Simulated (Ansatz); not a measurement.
## C2H5AlF2Si, SMILES F[CH]1[AlH][CH2][SiH]1F: a single point in a Gaussian basis, step by step

With Ansatz 0.2.0 through its Python package.

Contents of `c2h5alf2si.xyz`:
```text
11

F    -0.80010    0.64640   -2.04390
C    -0.87610   -0.15550   -0.96290
Al    0.82220   -1.15360   -0.78120
C     1.01810   -0.05760    0.91600
Si   -0.66950    0.78830    0.60280
F    -0.44490    2.45770    0.33240
H    -1.74560   -0.79890   -0.95430
H     1.75500   -2.22960   -1.55810
H     0.91500   -0.68070    1.87470
H     1.79870    0.64290    0.94800
H    -1.70750    0.48360    1.64710
```

The cells in order, each with its output:

**Cell 1**
```python
from pathlib import Path
import json

import ansatz as az
import numpy as np

BASIS = "cc-pVDZ"
XC = "pbe0"
```

**Cell 2**
```python
c2h5alf2si = az.Crystal.molecule_from_extxyz("c2h5alf2si.xyz")
```

**Cell 3**
```python
base = (
    c2h5alf2si.calculation()
    .basis(gaussian=BASIS)
    .functional(XC)
    .forces()
    .orbitals()
)
res = base.run(threads=1, runs_dir="out")
data = res.report
```

**Cell 4**
```python
data["free_energy_ev"]
```
Output:
```text
-22049.54694844039
```

**Cell 5**
```python
print("reference energy %16.6f eV" % data["reference_energy_ev"])
print("total energy     %16.6f eV" % data["free_energy_ev"])
print("occupied (up, down):", data["n_occupied"], " virtual:", data["n_virtual"], " frozen:", data["n_frozen"])
```
Output:
```text
reference energy    -22049.546948 eV
total energy        -22049.546948 eV
occupied (up, down): [31, 31]  virtual: [86, 86]  frozen: 0
```

**Cell 6**
```python
symbols = [site.symbol for site in c2h5alf2si.cartesian_sites]
forces = np.array(data["forces_ev_ang"])
print("largest force", round(float(np.linalg.norm(forces, axis=1).max()), 4), "eV/A, rms", round(float(np.sqrt((forces ** 2).mean())), 4))
```
Output:
```text
largest force 3.0389 eV/A, rms 1.0376
```

**Cell 7**
```python
charges = data["charge_distribution"]
print("dipole moment", round(4.803205 * float(np.linalg.norm(charges["dipole_moment_e_ang"])), 3), "D")
print("Mulliken:", [(s, round(q, 3)) for s, q in zip(symbols, charges["mulliken_charges_e"])])

lines = Path(data["orbitals_path"]).read_text().splitlines()
field_of = lambda key: [line.split("=")[1].strip() for line in lines if line.startswith(key)]
orbitals = [(27.211386 * float(e), s, float(n)) for e, s, n in zip(field_of("Ene="), field_of("Spin="), field_of("Occup="))]
homo = max(e for e, _, n in orbitals if n > 0.5)
lumo = min(e for e, _, n in orbitals if n < 0.5)
print(f"HOMO {homo:.3f} eV, LUMO {lumo:.3f} eV, gap {lumo - homo:.3f} eV")
with open("c2h5alf2si.json", "w") as handle:
    json.dump({k: data[k] for k in ("free_energy_ev", "reference_energy_ev", "n_occupied", "n_virtual")}, handle, indent=1)
```
Output:
```text
dipole moment 3.092 D
Mulliken: [('F', -0.217), ('C', -0.045), ('Al', 0.398), ('C', -0.416), ('Si', 0.605), ('F', -0.343), ('H', 0.034), ('H', -0.084), ('H', 0.079), ('H', 0.066), ('H', -0.077)]
HOMO -6.910 eV, LUMO -1.829 eV, gap 5.082 eV
```

`c2h5alf2si.json`, as written:
```json
{
 "free_energy_ev": -22049.54694844039,
 "reference_energy_ev": -22049.54694844039,
 "n_occupied": [
  31,
  31
 ],
 "n_virtual": [
  86,
  86
 ]
}
```

Caveats:
- Total energies depend on the basis set; only differences at equal settings carry meaning.
- The geometry is a force-field or estimated start, not a minimum of this method, and the basis set is short of its limit.
- Levels such as HOMO and LUMO are orbital energies: with these approximate functionals they aren't the ionisation energy and electron affinity, and their gap isn't the fundamental gap.
- Finished in 9.5 s on 1 thread of Arm Neoverse V1, with other jobs on the host, peak memory 0.32 GiB.

(Lines on the test bed's own set-up are left out of the output.)
